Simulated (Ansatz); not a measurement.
# Alloy of GaAs and GaP (14 of 32 As sites exchanged), 64 atoms, part 2 of 2

Ansatz 0.2.0, PAW.

## Step 3: HSE06 on the final geometry

Contents of in.yaml:

```yaml
crystal:
  lattice:
    - [11.122033, 0.000000, 0.000000]
    - [0.000000, 11.122033, 0.000000]
    - [0.000000, 0.000000, 11.122033]
  atoms:
    - { symbol: Ga, position: [0.996163, 0.995901, 0.996434] }
    - { symbol: Ga, position: [0.996010, 0.996765, 0.502816] }
    - { symbol: Ga, position: [0.998977, 0.500379, 0.999209] }
    - { symbol: Ga, position: [0.996353, 0.504644, 0.504303] }
    - { symbol: Ga, position: [0.503730, 0.003398, 0.002830] }
    - { symbol: Ga, position: [0.497601, 0.995603, 0.497588] }
    - { symbol: Ga, position: [0.503925, 0.504246, 0.996879] }
    - { symbol: Ga, position: [0.500274, 0.500225, 0.499593] }
    - { symbol: Ga, position: [0.249232, 0.250251, 0.998797] }
    - { symbol: Ga, position: [0.253135, 0.246078, 0.497998] }
    - { symbol: Ga, position: [0.249510, 0.750976, 0.993877] }
    - { symbol: Ga, position: [0.248960, 0.749837, 0.505891] }
    - { symbol: Ga, position: [0.745992, 0.246159, 0.997518] }
    - { symbol: Ga, position: [0.752888, 0.253745, 0.502753] }
    - { symbol: Ga, position: [0.749565, 0.749847, 0.005292] }
    - { symbol: Ga, position: [0.752247, 0.754329, 0.497930] }
    - { symbol: Ga, position: [0.252334, 0.001383, 0.253335] }
    - { symbol: Ga, position: [0.249678, 0.994134, 0.750285] }
    - { symbol: Ga, position: [0.250222, 0.501403, 0.249958] }
    - { symbol: Ga, position: [0.248596, 0.506843, 0.749464] }
    - { symbol: Ga, position: [0.746287, 0.997380, 0.246695] }
    - { symbol: Ga, position: [0.755758, 0.998392, 0.749492] }
    - { symbol: Ga, position: [0.749436, 0.506592, 0.250059] }
    - { symbol: Ga, position: [0.749449, 0.494886, 0.750723] }
    - { symbol: Ga, position: [0.998218, 0.249712, 0.250021] }
    - { symbol: Ga, position: [0.993709, 0.249705, 0.750098] }
    - { symbol: Ga, position: [0.993384, 0.751350, 0.249968] }
    - { symbol: Ga, position: [0.001625, 0.752964, 0.746663] }
    - { symbol: Ga, position: [0.501734, 0.243165, 0.249850] }
    - { symbol: Ga, position: [0.502945, 0.253227, 0.753273] }
    - { symbol: Ga, position: [0.506080, 0.750107, 0.249940] }
    - { symbol: Ga, position: [0.494723, 0.750883, 0.749754] }
    - { symbol: As, position: [0.123436, 0.122645, 0.123882] }
    - { symbol: As, position: [0.123637, 0.123191, 0.625946] }
    - { symbol: As, position: [0.123449, 0.627459, 0.124041] }
    - { symbol: As, position: [0.625547, 0.123775, 0.624903] }
    - { symbol: As, position: [0.625807, 0.626245, 0.625178] }
    - { symbol: As, position: [0.377898, 0.374993, 0.124070] }
    - { symbol: As, position: [0.374309, 0.376132, 0.625988] }
    - { symbol: As, position: [0.376447, 0.874695, 0.124601] }
    - { symbol: As, position: [0.871446, 0.375114, 0.123750] }
    - { symbol: As, position: [0.375501, 0.123926, 0.874524] }
    - { symbol: As, position: [0.375571, 0.627477, 0.375804] }
    - { symbol: As, position: [0.872277, 0.122929, 0.375009] }
    - { symbol: As, position: [0.874111, 0.626605, 0.873632] }
    - { symbol: As, position: [0.123532, 0.376087, 0.377166] }
    - { symbol: As, position: [0.123600, 0.375958, 0.872506] }
    - { symbol: As, position: [0.123568, 0.873846, 0.376600] }
    - { symbol: As, position: [0.625585, 0.375112, 0.373598] }
    - { symbol: As, position: [0.625676, 0.874760, 0.875413] }
    - { symbol: P, position: [0.123308, 0.627236, 0.625798] }
    - { symbol: P, position: [0.626011, 0.123843, 0.124915] }
    - { symbol: P, position: [0.625535, 0.626136, 0.124913] }
    - { symbol: P, position: [0.373696, 0.874068, 0.624837] }
    - { symbol: P, position: [0.874512, 0.376236, 0.626287] }
    - { symbol: P, position: [0.872477, 0.875262, 0.124600] }
    - { symbol: P, position: [0.875303, 0.873855, 0.624936] }
    - { symbol: P, position: [0.376955, 0.122591, 0.375049] }
    - { symbol: P, position: [0.374756, 0.626131, 0.873846] }
    - { symbol: P, position: [0.873322, 0.123780, 0.874900] }
    - { symbol: P, position: [0.873438, 0.627347, 0.376001] }
    - { symbol: P, position: [0.123275, 0.873900, 0.872994] }
    - { symbol: P, position: [0.625778, 0.375053, 0.876088] }
    - { symbol: P, position: [0.625612, 0.875070, 0.374022] }
kpoints:
  mp_grid: { grid: [1, 1, 1] }
hamiltonian:
  xc: hse06
scf:
  occupations: { method: fermi_dirac, width: 0.01 }
output:
  forces: true
  eigenvalues: true
  populations: true
  eigenstates: { kpoints: [[0, 0, 0]], e_range: [-6.0, 6.0], localisation: true }
```

On the command line:

```console
ansatz run in.yaml --threads 4 --pin off --max-ram 42750MiB --runs-dir r --events-out ev --progress --plain --backend cuda --devices 0, --max-vram 37GiB
```

The program printed:

```text
Pseudopotentials: kind: paw
Functional definition: HSE06
  parameter a = 0.25
  parameter omega = 0.11/bohr
  exchange = pbe_x - a*pbe_x_sr(omega) + a*exact_x_sr(omega)
  correlation = pbe_c
Crystal: 64 atoms, lattice volume = 1375.791 Å³
Basis set: ecut = 420 eV, 26961 PW (Γ), exchange–correlation on 150×150×150 points (8 copies of the dense FFT grid, shifted against one another)
Bands: 454, of which v1, the nominal top of the filled ones, is band 378 counted from 1 (377 counted from 0)
Symmetry: 1 space group operations
Space group: P1 (ITA 1), of the structure as read, at distance tolerance 1.1e-4 Å
k-points: 1
Non-local potential: Ga, projectors of the file, l = 0: 2, l = 1: 2, l = 2: 3, l = 3: 1
Non-local potential: As, projectors of the file, l = 0: 2, l = 1: 2, l = 2: 3, l = 3: 1
Non-local potential: P, projectors of the file, l = 0: 2, l = 1: 2, l = 2: 2
PAW form: soft (Blöchl's): semilocal exchange-correlation on the pseudo side does not see the compensation charge
PAW frozen core: Ga, regenerated for the run's functional, and the local potential with it (the file was generated under x = pbe(κ = 0.804, μ = 0.2195149727645171), c = pbe(β = 0.06672455060314922))
PAW frozen core: As, regenerated for the run's functional, and the local potential with it (the file was generated under x = pbe(κ = 0.804, μ = 0.2195149727645171), c = pbe(β = 0.06672455060314922))
PAW frozen core: P, regenerated for the run's functional, and the local potential with it (the file was generated under x = pbe(κ = 0.804, μ = 0.2195149727645171), c = pbe(β = 0.06672455060314922))
PAW one-centre angular grid: Ga, 590 points (default); XC on 64 Gauss nodes
PAW one-centre angular grid: As, 590 points (default); XC on 64 Gauss nodes
PAW one-centre angular grid: P, 110 points (default); XC on 64 Gauss nodes
Initial density: superposition of atomic densities (neutral atoms: chi_scale 0, normalization atom), corrected by the library's trained network
Initial wavefunctions: pseudopotential atomic-orbital guess
Functional: x = pbe(κ = 0.804, μ = 0.2195149727645171), c = pbe(β = 0.06672455060314922), warm-up for x = pbe(κ = 0.804, μ = 0.2195149727645171) + 0.25 (exact − pbe) at short range (hse, ω = 0.20786987370883472 Å⁻¹), c = pbe(β = 0.06672455060314922); HSE06 as pw.x's `hse` composes it (authors' and Libxc's form: `xc: wpbeh`)
SCF iter   1: F=—  HF=-219064.514453 eV  |F-HF|=—  |Δ(HF+E_count)|=         —  Δρ=1.74e-3  dr2=3.22e-2  ethr=1.77e-3  ⟨swp⟩=7.0  Hψ=1810  notcnv=0
preconditioner: auto → none  [insulator: Δε(μ)=1.015 eV  Ē_g=14.298 eV  σ=0.010 eV  W_gap=1.00  n_scr=364 (ndim 8)  ℏωp=24.0 eV  f_vac=0.047  D(μ)=0.00/eV (n_scr^D=0)]
SCF iter   2: F=—  HF=-219064.524140 eV  |F-HF|=—  |Δ(HF+E_count)|=   9.69e-3  Δρ=7.33e-4  dr2=8.33e-3  ethr=4.26e-6  ⟨swp⟩=9.0  Hψ=1814  notcnv=0  defer=18
SCF iter   3: F=—  HF=-219064.525125 eV  |F-HF|=—  |Δ(HF+E_count)|=   9.85e-4  Δρ=4.01e-4  dr2=5.83e-3  ethr=1.10e-6  ⟨swp⟩=9.0  Hψ=1321  notcnv=0  defer=35
SCF iter   4: F=—  HF=-219064.524555 eV  |F-HF|=—  |Δ(HF+E_count)|=   5.70e-4  Δρ=1.82e-4  dr2=1.37e-3  ethr=7.71e-7  ⟨swp⟩=9.0  Hψ=1288  notcnv=0  defer=26
SCF iter   5: F=—  HF=-219064.524472 eV  |F-HF|=—  |Δ(HF+E_count)|=   8.38e-5  Δρ=9.31e-5  dr2=1.62e-4  ethr=1.81e-7  ⟨swp⟩=7.0  Hψ=1071  notcnv=0  defer=19
SCF iter   6: F=-219064.524498 eV  HF=-219064.524501 eV  |F-HF|=3.82e-6  |Δ(HF+E_count)|=   2.98e-5  Δρ=3.27e-5  dr2=1.88e-5  ethr=2.15e-8  ⟨swp⟩=6.0  Hψ=1040  notcnv=0  defer=18
SCF 1 stopped early in 6 iterations: F = -219064.524498 eV  dr2 = 1.88e-5
Initial density: handed on by an earlier stage of this run
Initial wavefunctions: those handed on with the density
Functional: x = pbe(κ = 0.804, μ = 0.2195149727645171) + 0.25 (exact − pbe) at short range (hse, ω = 0.20786987370883472 Å⁻¹), c = pbe(β = 0.06672455060314922); HSE06 as pw.x's `hse` composes it (authors' and Libxc's form: `xc: wpbeh`)
Exchange kernel: α = 0.2500, screened, ω = 0.2079 Å⁻¹, Wigner–Seitz truncation, v(0) = 952.4812 eV·Å³, q-mesh 1×1×1, nearest image of the exchange supercell L = 11.12 Å, pair-density grid 50×50×50, without the augmentation charges, whose exchange is taken in its separable form (sized by the pseudopotential files, 75×75×75 at the most), smooth part of the exchange summed in real space on grids 50×4 [...]
Frozen-core exchange: fock
SCF iter   1: F=—  HF=-219112.248773 eV  |F-HF|=—  |Δ(HF+E_count)|=         —  Δρ=1.29e-2  dr2=9.06e-1  ethr=2.49e-8  ⟨swp⟩=20.0  Hψ=2999  notcnv=0
preconditioner: auto → none  [insulator: Δε(μ)=1.878 eV  Ē_g=16.992 eV  σ=0.010 eV  W_gap=1.00  n_scr=364 (ndim 8)  ℏωp=24.0 eV  f_vac=0.049  D(μ)=0.00/eV (n_scr^D=0)]
SCF iter   2: F=—  HF=-219111.698369 eV  |F-HF|=—  |Δ(HF+E_count)|=   5.50e-1  Δρ=2.73e-3  dr2=8.50e-2  ethr=2.49e-8  ⟨swp⟩=6.0  Hψ=2277  notcnv=0
SCF iter   3: F=—  HF=-219111.959973 eV  |F-HF|=—  |Δ(HF+E_count)|=   2.62e-1  Δρ=3.17e-3  dr2=5.18e-2  ethr=2.49e-8  ⟨swp⟩=6.0  Hψ=2178  notcnv=0
SCF iter   4: F=—  HF=-219111.955198 eV  |F-HF|=—  |Δ(HF+E_count)|=   4.78e-3  Δρ=1.16e-3  dr2=1.31e-2  ethr=2.49e-8  ⟨swp⟩=5.0  Hψ=1843  notcnv=0
SCF iter   5: F=—  HF=-219111.960098 eV  |F-HF|=—  |Δ(HF+E_count)|=   4.90e-3  Δρ=5.14e-4  dr2=3.10e-2  ethr=2.49e-8  ⟨swp⟩=5.0  Hψ=1912  notcnv=0
SCF iter   6: F=—  HF=-219111.954546 eV  |F-HF|=—  |Δ(HF+E_count)|=   5.55e-3  Δρ=3.93e-5  dr2=6.31e-4  ethr=2.49e-8  ⟨swp⟩=5.0  Hψ=1858  notcnv=0
SCF iter   7: F=—  HF=-219111.961965 eV  |F-HF|=—  |Δ(HF+E_count)|=   7.42e-3  Δρ=2.33e-4  dr2=4.62e-4  ethr=1.28e-8  ⟨swp⟩=6.0  Hψ=1726  notcnv=0
SCF iter   8: F=-219111.961676 eV  HF=-219111.961684 eV  |F-HF|=8.29e-6  |Δ(HF+E_count)|=   2.80e-4  Δρ=2.38e-5  dr2=1.49e-5  ethr=1.28e-8  ⟨swp⟩=4.0  Hψ=1344  notcnv=0
SCF 2 stopped early in 8 iterations: F = -219111.961676 eV  dr2 = 1.49e-5
  Residual-converged pass: ⟨swp⟩=4.0  Hψ=1251  notcnv=0  max |occ|·‖R‖ = 6.4e-6 eV (tolerance 6.7e-6 eV)  dr2=1.50e-5  dr2_onsite=1.64e-6  max |Δocc| = 0.0e0
hybrid outer 1: dexx = +3.140e-1 eV, tail = 1.13e-3 eV
SCF iter   1: F=—  HF=-219111.958781 eV  |F-HF|=—  |Δ(HF+E_count)|=         —  Δρ=5.79e-5  dr2=6.88e-5  ethr=7.46e-7  ⟨swp⟩=12.0  Hψ=1187  notcnv=0
preconditioner: auto → none  [insulator: Δε(μ)=1.923 eV  Ē_g=16.808 eV  σ=0.010 eV  W_gap=1.00  n_scr=364 (ndim 8)  ℏωp=24.0 eV  f_vac=0.048  D(μ)=0.00/eV (n_scr^D=0)]
SCF iter   2: F=—  HF=-219111.958794 eV  |F-HF|=—  |Δ(HF+E_count)|=   1.27e-5  Δρ=2.90e-5  dr2=2.06e-5  ethr=7.46e-9  ⟨swp⟩=4.0  Hψ=1493  notcnv=0
SCF iter   3: F=—  HF=-219111.958822 eV  |F-HF|=—  |Δ(HF+E_count)|=   2.82e-5  Δρ=2.40e-5  dr2=1.14e-5  ethr=2.14e-9  ⟨swp⟩=6.0  Hψ=1082  notcnv=0  defer=18
iter 4 solved again at ethr=1.42e-10 eV; its pass at ethr=1.43e-9 eV (dr2=1.07e-6 eV) is discarded
SCF iter   4: F=—  HF=-219111.958819 eV  |F-HF|=—  |Δ(HF+E_count)|=   2.45e-6  Δρ=5.81e-6  dr2=1.35e-6  ethr=1.42e-10  ⟨swp⟩=6.0  Hψ=2181  notcnv=0  defer=18
eigensolver tolerance schedule calibrated: the retry pair's looser diagonalisation under-reported the residual by θ = 0.12 (0.12/decade); ethr = c·dr2/N_el runs at the constant in force after the calibration composes with the one it found (an armed cap, an earlier calibration), c = 6.8e-2
SCF iter   5: F=—  HF=-219111.958820 eV  |F-HF|=—  |Δ(HF+E_count)|=   6.73e-7  Δρ=4.61e-6  dr2=8.33e-7  ethr=1.10e-10  ⟨swp⟩=8.0  Hψ=1176  notcnv=0  defer=18
SCF iter   6: F=—  HF=-219111.958820 eV  |F-HF|=—  |Δ(HF+E_count)|=   1.89e-7  Δρ=9.89e-7  dr2=2.19e-8  ethr=7.14e-11  ⟨swp⟩=5.0  Hψ=972  notcnv=0  defer=18
SCF iter   7: F=-219111.958820 eV  HF=-219111.958820 eV  |F-HF|=3.52e-8  |Δ(HF+E_count)|=   7.39e-8  Δρ=8.18e-7  dr2=3.94e-8  ethr=3.15e-12 (applied; sched 1.00e-12)  ⟨swp⟩=8.0  Hψ=1330  notcnv=0
SCF 3 converged in 7 iterations: F = -219111.958820 eV  dr2 = 3.94e-8
  Residual-converged pass: ⟨swp⟩=2.0  Hψ=825  notcnv=0  max |occ|·‖R‖ = 2.0e-6 eV (tolerance 2.5e-6 eV)  dr2=3.94e-8  dr2_onsite=1.57e-9  max |Δocc| = 0.0e0
[... from here the SCF cycle lines were not kept, up to the last twenty ...]
hybrid outer 2: dexx = +3.388e-5 eV, tail = 6.50e-7 eV, Δε = 2.95e-3 eV (about 8.96e-5 eV left of the loop's levels), ΔF = 7.33e-3 eV/Å (tail 9.60e-4)
NSCF: frozen V_eff on 1 k-points
hybrid SCF converged: 2 outer / 15 inner (+6 warm-up), last move |dexx| = 3.39e-5 eV, tail = 6.50e-7 eV
Stability not checked: this state was not tested for a lower state beside it, because the functional holds exact exchange (a hybrid, or Hartree-Fock), whose exchange loop this test does not read (fock_operator; see scf.lower_state_search)
Free energy (F): -219111.958817 eV
Harris-Foulkes:  -219111.958817 eV  (|F-HF|=3.52e-8)
Internal energy: -219111.958817 eV  (E = F + TS)
E sigma→0 (E₀):  -219111.958817 eV
Fermi energy:    8.383455 eV
--- Per-component energies (eV) ---
  E_band       = -8297.017748
  E_kinetic    = 6528.547542
  E_local      = -105773.705403  (includes V_loc(G=0)·N_el)
  E_nonlocal   = 2044.484336
  E_hartree    = 52140.388634
  E_xc         = -3627.491576
  E_vxc        = -3321.773260  (∫ρ·V_xc dr)
  E_exx        = -2758.247763  (= α·E_x^exact, valence–valence)
  E_paw        = -102866.772346  (= ΣΔE_a)
  E_vpaw       = -6538.856209  (= ΣTr[D̂ρ^β])
  E_aug_tail   = -0.003573  (compensation charges beyond the density's cutoff)
  E_ewald      = -64788.007034
  E_core_change = -11.151644  (= ΣΔE_core)
  E_smearing   = -0.000000  (= −TS)
  E_closure    = 0.000011  (closes the sum)
  Σ components = -219111.958817   (vs F -219111.958817, Δ=2.91e-11)
--- Forces (eV/Å), atoms counted from 1 ---
  atom   1  Ga     0.01727715     0.01763670     0.01611666
  atom   2  Ga     0.01899370     0.01328276    -0.02588849
  atom   3  Ga    -0.01078007    -0.00989157    -0.01043802
  atom   4  Ga     0.00609848    -0.03690783    -0.03771281
  atom   5  Ga    -0.05052935    -0.05348035    -0.04601969
  atom   6  Ga     0.02117750     0.02295903     0.01910807
  atom   7  Ga    -0.03830543    -0.04147665     0.00544746
  atom   8  Ga    -0.00875298    -0.00541201    -0.00515720
  atom   9  Ga    -0.00645008    -0.01177770    -0.00966199
  atom  10  Ga    -0.03627613     0.01662004     0.01032503
  atom  11  Ga    -0.00095671    -0.00736673     0.03700100
  atom  12  Ga    -0.01460605    -0.01417142    -0.05777120
  atom  13  Ga     0.02218090     0.02541057     0.01676598
  atom  14  Ga    -0.04491755    -0.04438332    -0.04264390
  atom  15  Ga    -0.01586111    -0.01138952    -0.05575215
  atom  16  Ga    -0.03421513    -0.04224161     0.00418269
  atom  17  Ga    -0.03955793    -0.04329654    -0.04571961
  atom  18  Ga    -0.00871657     0.03413573    -0.00843973
  atom  19  Ga    -0.01701183    -0.01360401    -0.01235038
  atom  20  Ga    -0.01132806    -0.05501401    -0.01439089
  atom  21  Ga     0.01820881     0.01718413     0.02192958
  atom  22  Ga    -0.06160849    -0.00898843    -0.01016688
  atom  23  Ga    -0.01704932    -0.05675744    -0.01164874
  atom  24  Ga    -0.00104982     0.04546639    -0.00743745
  atom  25  Ga    -0.01003282    -0.01032408    -0.01087000
  atom  26  Ga     0.03708120    -0.00557024    -0.01065143
  atom  27  Ga     0.03984897    -0.01144083    -0.00428795
  atom  28  Ga    -0.02779881    -0.03558765     0.01324330
  atom  29  Ga    -0.01079461     0.04091717    -0.00740734
  atom  30  Ga    -0.04452090    -0.04171319    -0.04295363
  atom  31  Ga    -0.05618967    -0.01357411    -0.01260013
  atom  32  Ga     0.03747613    -0.00589799    -0.00218988
  atom  33  As     0.00692998     0.00799025     0.00654184
  atom  34  As     0.00027217    -0.00205326     0.01216151
  atom  35  As     0.01457391     0.00610859     0.00584117
  atom  36  As     0.00981435     0.01611614     0.00981973
  atom  37  As     0.00983891     0.01446777    -0.00007091
  atom  38  As     0.00513360     0.01835160     0.00008465
  atom  39  As     0.02760463    -0.00428504     0.01662029
  atom  40  As     0.01580043     0.02269344     0.00843747
  atom  41  As     0.00054226     0.00336677     0.01956288
  atom  42  As     0.02195657     0.00199273     0.01455603
  atom  43  As     0.01102469     0.01935246     0.00902183
  atom  44  As     0.00409694     0.01953017     0.00472817
  atom  45  As     0.01208919    -0.00693701     0.01358317
  atom  46  As     0.00560442     0.01079585     0.01182988
  atom  47  As     0.00224630     0.01408407     0.01478933
  atom  48  As     0.00340824     0.01690790     0.00506374
  atom  49  As     0.03674514    -0.00495549     0.01778381
  atom  50  As    -0.00183232     0.02120184     0.01284365
  atom  51  P      0.00814607     0.01310827     0.02520936
  atom  52  P      0.00562176     0.01652382     0.01254891
  atom  53  P      0.02714868     0.01889810     0.00511872
  atom  54  P      0.00827724     0.00426489     0.02381858
  atom  55  P      0.01755042     0.02340994    -0.00391284
  atom  56  P      0.00578002    -0.00605924     0.02176516
  atom  57  P      0.00617232     0.01967440     0.00700020
  atom  58  P      0.01225527     0.01437876     0.01224069
  atom  59  P      0.00741537     0.01768719     0.01508776
  atom  60  P      0.02096335    -0.00269546     0.00084327
  atom  61  P      0.00837092     0.01453816     0.01955023
  atom  62  P      0.01442470     0.01948896    -0.00668963
  atom  63  P     -0.00010049     0.02137835     0.01892372
  atom  64  P      0.02109320    -0.00272023     0.01313003
  max |Σ_I F_I| component: 2.07e-4 eV/Å
--- Band table (eV) ---
  k-point 0: bands = [... 366 lower levels ..., "6.1556", "6.1686", "6.1771", "6.1917", "6.2158", "6.2510", "6.2616", "6.2754", "6.2807", "7.3817", "7.4151", "7.4193", "9.3424", "9.4520", "9.4673", "9.4794", "9.4864", "9.5089", "9.5371", "9.5532", "9.7925", "9.8148", "9.8597", "10.1314", ... 64 higher levels ...]
--- Löwdin populations: 64 sites ---
  site symbol       q [e]
     0     Ga     12.8716
     1     Ga     12.8964
     2     Ga     12.8973
     3     Ga     12.8697
     4     Ga     12.8966
     5     Ga     12.8720
     6     Ga     12.8695
     7     Ga     12.8975
     8     Ga     12.8898
     9     Ga     12.8794
    10     Ga     12.8796
    11     Ga     12.8870
    12     Ga     12.8759
    13     Ga     12.8897
    14     Ga     12.8904
    15     Ga     12.8798
    16     Ga     12.8851
    17     Ga     12.8830
    18     Ga     12.8863
    19     Ga     12.8814
    20     Ga     12.8816
    21     Ga     12.8872
    22     Ga     12.8829
    23     Ga     12.8851
    24     Ga     12.8889
    25     Ga     12.8801
    26     Ga     12.8820
    27     Ga     12.8848
    28     Ga     12.8788
    29     Ga     12.8875
    30     Ga     12.8861
    31     Ga     12.8843
    32     As     15.0783
    33     As     15.0800
    34     As     15.0784
    35     As     15.0823
    36     As     15.0822
    37     As     15.0791
    38     As     15.0782
    39     As     15.0810
    40     As     15.0797
    41     As     15.0788
    42     As     15.0787
    43     As     15.0801
    44     As     15.0825
    45     As     15.0782
    46     As     15.0777
    47     As     15.0801
    48     As     15.0786
    49     As     15.0821
    50      P      5.0608
    51      P      5.0584
    52      P      5.0602
    53      P      5.0612
    54      P      5.0596
    55      P      5.0623
    56      P      5.0603
    57      P      5.0582
    58      P      5.0619
    59      P      5.0628
    60      P      5.0633
    61      P      5.0624
    62      P      5.0603
    63      P      5.0632
  spilling = 0.001881 (of n_electrons = 756.000000)
```

Run time: 44 s. Hardware: 1 × NVIDIA H100 80GB HBM3 with 4 threads of AMD EPYC 7R13, shared host; peak host memory 4.3 GiB.

At the Γ point alone the filled levels end at 7.419 eV and the empty ones begin at 9.342 eV, a spacing of 1.92 eV.

Frontier states and how far they spread:

```csv
level (eV),spin,filling,atoms sharing it,main element,its share,largest atom
-0.04,both,2.00,48.9,As,0.47,–
0.00,both,2.00,47.1,As,0.51,–
0.00,both,2.00,46.4,As,0.52,–
1.92,both,0.00,33.2,Ga,0.54,–
2.03,both,0.00,42.6,Ga,0.53,–
2.05,both,0.00,48.6,Ga,0.57,–
2.06,both,0.00,53.8,Ga,0.54,–
2.07,both,0.00,54.1,Ga,0.61,–
```

The largest force by HSE06 is only 0.09 eV/Å (on Ga5), so the positions lie close to this level's own in this cell.

## Step 4: What came out

This closing draws on all 2 parts. Changes of volume or cell count from the first structure of part 1.

```
             level         time   k points  top filled to lowest empty (eV)
PBEsol, relaxation  8.8 s (GPU)  (¼, ¼, ¼)                             1.48
             HSE06   44 s (GPU)          Γ                             1.92
```

| quantity | value |
| --- | --- |
| relaxation | 5 recorded steps, 1.00 eV gained |
| largest shift | 0.13 Å (Ga30) |
| relaxed cell | a = 11.122 Å, b = 11.122 Å, c = 11.122 Å, α = 90.00°, β = 90.00°, γ = 90.00° |
| mean bonds | As–Ga 2.435, Ga–P 2.375 Å |

The relaxation lowers the energy by 1.00 eV; the largest shift is 0.13 Å (Ga30), while the volume changes by -0.1 %. The mean lengths of the listed bonds run from Ga–P 2.37 Å to As–Ga 2.43 Å. Rows on different k points differ by sampling as well as by level. No spin–orbit coupling is included; with elements this heavy it would shift the edges. With one k point the spacing samples only the states that fold onto it, so it can exceed the gap over the zone.
